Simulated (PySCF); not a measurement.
# C₃H₁₀GeOSi: a tour of settings, part 2 of 2

PySCF 2.14.0. Atoms count from 0. The steps go on from the part before.

## Step 5: TDDFT and polarisability: PBE0/6-311G** in chloroform

The job: settings as JSON, then the geometry in Å.

```
{"job": {"kind": "uv", "xc": "PBE0", "basis": "6-311G**", "solvent": "chloroform", "nstates": 25, "ntriplets": 0, "tda": false, "scf": {"guess": "huckel"}}, "charge": 0, "multiplicity": 1}
C      2.433453    -0.878763    -0.682790
C      1.841179    -0.092754     0.201249
Ge     0.946575     1.584935    -0.253054
O     -0.739770     1.461248     0.182129
Si    -2.079662     0.540552     0.177111
C     -1.658885    -1.278155     0.525156
H      2.485097    -0.611067    -1.727004
H      2.899067    -1.814193    -0.409330
H      1.807083    -0.391746     1.242482
H      0.986645     1.882400    -1.734212
H      1.372884     2.778248     0.562460
H     -2.877776     1.133065     1.250999
H     -2.714368     0.663123    -1.139936
H     -0.964836    -1.671145    -0.215011
H     -1.195535    -1.397271     1.501606
H     -2.548750    -1.899532     0.506733
```

Method: TDDFT PBE0/6-311G**, vertical, IEF-PCM chloroform (non-equilibrium linear response), core orbitals frozen in the response.

The program printed:

```text
final grid: 123520 points
cycle   1  E = -2556.5170412850  dE =  2.694e+00  |g| = 4.113e+00  |ddm| = 4.075e+00
cycle   2  E = -2537.7501876684  dE =  1.877e+01  |g| = 7.749e+00  |ddm| = 1.083e+01
cycle   3  E = -2560.8044650222  dE = -2.305e+01  |g| = 1.825e+00  |ddm| = 1.026e+01
cycle   4  E = -2561.2756547552  dE = -4.712e-01  |g| = 8.519e-01  |ddm| = 1.339e+00
cycle   5  E = -2561.4720316825  dE = -1.964e-01  |g| = 3.007e-01  |ddm| = 8.024e-01
cycle   6  E = -2561.4880113828  dE = -1.598e-02  |g| = 1.145e-01  |ddm| = 3.011e-01
cycle   7  E = -2561.4899499157  dE = -1.939e-03  |g| = 3.673e-02  |ddm| = 8.766e-02
cycle   8  E = -2561.4902104849  dE = -2.606e-04  |g| = 1.475e-02  |ddm| = 3.130e-02
cycle   9  E = -2561.4902633095  dE = -5.282e-05  |g| = 2.704e-03  |ddm| = 1.027e-02
cycle  10  E = -2561.4902645226  dE = -1.213e-06  |g| = 1.214e-03  |ddm| = 2.258e-03
cycle  11  E = -2561.4902647972  dE = -2.745e-07  |g| = 1.474e-04  |ddm| = 7.500e-04
cycle  12  E = -2561.4902648017  dE = -4.557e-09  |g| = 8.450e-05  |ddm| = 2.071e-04
cycle  13  E = -2561.4902648029  dE = -1.124e-09  |g| = 1.990e-05  |ddm| = 5.973e-05
cycle  14  E = -2561.4902648029  dE = -8.913e-11  |g| = 7.379e-06  |ddm| = 2.081e-05
converged SCF energy = -2561.4902648029

Static polarisability (au): isotropic 102.665, principal 89.454 97.259 121.282

Singlet excitations
state   eV       nm        f      main configurations
  1   6.1304    202.2   0.00652   H->L 0.74, H-2->L 0.14
  2   6.4636    191.8   0.00672   H-1->L 0.92
  3   6.9327    178.8   0.22848   H-2->L 0.45, H-3->L 0.24, H->L 0.20
  4   7.1655    173.0   0.11605   H-3->L 0.49, H-2->L 0.32
  5   7.5257    164.7   0.00514   H->L+1 0.78, H-3->L 0.12
  6   7.6374    162.3   0.00718   H-1->L+1 0.89
  7   7.9704    155.6   0.00232   H-4->L 0.82
  8   8.0732    153.6   0.19458   H->L+2 0.30, H-2->L+1 0.26, H->L+3 0.19
  9   8.1438    152.2   0.02229   H->L+2 0.55, H-2->L+1 0.26
 10   8.1862    151.5   0.03912   H->L+3 0.35, H-3->L+1 0.29
 11   8.2943    149.5   0.08934   H-2->L+2 0.55, H-2->L+3 0.11, H-2->L+1 0.08
 12   8.3153    149.1   0.02684   H-1->L+2 0.84
 13   8.4584    146.6   0.01538   H-1->L+3 0.79
 14   8.4724    146.3   0.03372   H->L+4 0.26, H-2->L+2 0.15, H->L+3 0.12
 15   8.5925    144.3   0.00269   H-5->L 0.61, H->L+4 0.16
 16   8.6227    143.8   0.02928   H-1->L+4 0.62
 17   8.6551    143.2   0.02990   H->L+5 0.38, H-2->L+3 0.24, H-2->L+4 0.09
 18   8.7545    141.6   0.06801   H->L+4 0.29, H-1->L+4 0.17, H-2->L+3 0.11
 19   8.7960    141.0   0.04073   H->L+5 0.39, H-3->L+1 0.33
 20   8.8825    139.6   0.12431   H-1->L+5 0.69, H-2->L+4 0.10
 21   8.9070    139.2   0.02523   H-2->L+4 0.47, H-1->L+5 0.12, H-2->L+5 0.11
 22   9.0244    137.4   0.01626   H->L+6 0.51, H-2->L+3 0.15
 23   9.0555    136.9   0.00851   H-6->L 0.58, H->L+7 0.13
 24   9.0892    136.4   0.04614   H-2->L+5 0.37, H->L+6 0.17
 25   9.1293    135.8   0.03647   H-3->L+2 0.36, H->L+7 0.17, H-2->L+5 0.12
```

Wall time 59 s (1 thread of Arm Neoverse V1, shared host); peak memory 1 GiB.

This run: HOMO -7.90 eV, LUMO -0.47 eV; lowest singlet 6.13 eV.

## Step 6: TDDFT and polarisability: WP04/3-21G

The job, as its differences from that of step 5:

```diff
@@ -1,2 +1,2 @@
-{"job": {"kind": "uv", "xc": "PBE0", "basis": "6-311G**", "solvent": "chloroform", "nstates": 25, "ntriplets": 0, "tda": false, "scf": {"guess": "huckel"}}, "charge": 0, "multiplicity": 1}
+{"job": {"kind": "uv", "xc": "WP04", "basis": "3-21G", "nstates": 3, "ntriplets": 5, "tda": false, "scf": {"conv": 1e-06}}, "charge": 0, "multiplicity": 1}
 C      2.433453    -0.878763    -0.682790
```

Level: TDDFT WP04/3-21G, vertical, gas phase, core orbitals frozen in the response.

The program printed:

```text
final grid: 123520 points
cycle   1  E = -2568.2444020947  dE = -1.607e+00  |g| = 1.150e+00  |ddm| = 3.633e+00
cycle   2  E = -2567.3315516667  dE =  9.129e-01  |g| = 2.320e+00  |ddm| = 3.630e+00
cycle   3  E = -2568.4693821042  dE = -1.138e+00  |g| = 3.373e-01  |ddm| = 3.064e+00
cycle   4  E = -2568.4944947944  dE = -2.511e-02  |g| = 1.370e-01  |ddm| = 5.116e-01
cycle   5  E = -2568.4992652535  dE = -4.770e-03  |g| = 1.727e-02  |ddm| = 1.433e-01
cycle   6  E = -2568.4993478577  dE = -8.260e-05  |g| = 6.989e-03  |ddm| = 2.747e-02
cycle   7  E = -2568.4993587075  dE = -1.085e-05  |g| = 2.799e-03  |ddm| = 8.330e-03
cycle   8  E = -2568.4993607255  dE = -2.018e-06  |g| = 7.475e-04  |ddm| = 2.988e-03
cycle   9  E = -2568.4993608786  dE = -1.530e-07  |g| = 1.158e-04  |ddm| = 9.315e-04
converged SCF energy = -2568.4993608786

Static polarisability (au): isotropic 69.568, principal 59.548 66.008 83.149

Singlet excitations
state   eV       nm        f      main configurations
  1   5.8331    212.6   0.00525   H->L 0.95
  2   5.9323    209.0   0.01029   H-1->L 0.97
  3   7.1713    172.9   0.02951   H-3->L 0.87, H-2->L 0.08

Triplet excitations (Tamm-Dancoff, eV): 4.4579 5.5951 5.7840 6.8546 7.6083
```

Run time: 8.5 s. Hardware: 1 thread of Arm Neoverse V1, shared host; peak memory 0.58 GiB.

This run: HOMO -8.65 eV, LUMO -2.30 eV; lowest singlet 5.83 eV.

## Step 7: Run by run: electronic excitations

Excitations and ground-state properties, with basis size and wall time:

```
                        run  lowest singlet (eV)  brightest (eV)      f  gap (eV)  α (Å³)  μ (D)  functions   time
             PBE0/def2-SVPD                 6.04            7.16  0.153      7.28   13.86   2.02        225   44 s
PBE0/6-311G** in chloroform                 6.13            6.93  0.228      7.43   15.21   2.55        202   59 s
                 WP04/3-21G                 5.83            7.17  0.030      6.35   10.31   2.15         91  8.5 s
```

## Step 8: Summary of results

The summary covers parts 1 to 2.

| quantity | value |
| --- | --- |
| 13C shifts against TMS (PBE0/pcSseg-1) | 146.1, 142.2, 1.8 ppm |
| 1H shifts against TMS (PBE0/pcSseg-1, means over atoms taken as alike) | 6.82, 6.56, 6.23, 5.33, 5.28, 0.18 ppm |
| 73Ge shifts against GeMe4 (PBE0/pcSseg-1) | -33 ppm |
| 17O shifts against H2O (PBE0/pcSseg-1) | 19.8 ppm |
| 29Si shifts against TMS (PBE0/pcSseg-1) | -17.6 ppm |
| surface potential, 1st and 99th percentile | -1.14 V and 1.08 V |
| lowest singlet (PBE0/def2-SVPD) | 6.04 eV (205 nm), f = 0.005 |
| brightest single state of those computed | state 4, 7.16 eV, f = 0.153 |
| lowest triplet | 4.34 eV |
| largest coupling of the table (revPBE/6-311G**) | 1J(Si,H) Si4–H11, -183.9 Hz |
| range of the lowest singlet | 5.83 to 6.13 eV |

Single values in the summary come from the first run of each kind that ended normally (PBE0/pcSseg-1; PBE0/def2-SVPD; revPBE/6-311G**), which need not be the best level. C1 (alkene CH) lies farthest downfield among carbon, at 146.1 ppm; as expected for a trigonal carbon in a double bond. At PBE0/pcSseg-1, counted by nearest atom on the grid, the HOMO lies on O3 35 %; C1, C5 about 13 % each, the LUMO on C0, C1 about 27 % each; Ge2 8 %. Of the pairs tabulated at revPBE/6-311G**, Si4–H11 (mean over like pairs) couples most strongly (-183.9 Hz; Fermi contact -184.4 Hz). Couplings across rotatable bonds belong to this one conformer; where others are populated, the observed values are averages. The lowest singlet runs from 5.83 eV (WP04/3-21G) to 6.13 eV (PBE0/6-311G** in chloroform), while the orbital gap spans 6.35 to 7.43 eV. The lowest state need not be the same one in every run. The runs solved for a few states only, so the brightest column depends on that window. Spin-orbit coupling is left out, which matters for shieldings and couplings at and beside the heavy atoms. Couplings from bases without tight functions are rough.
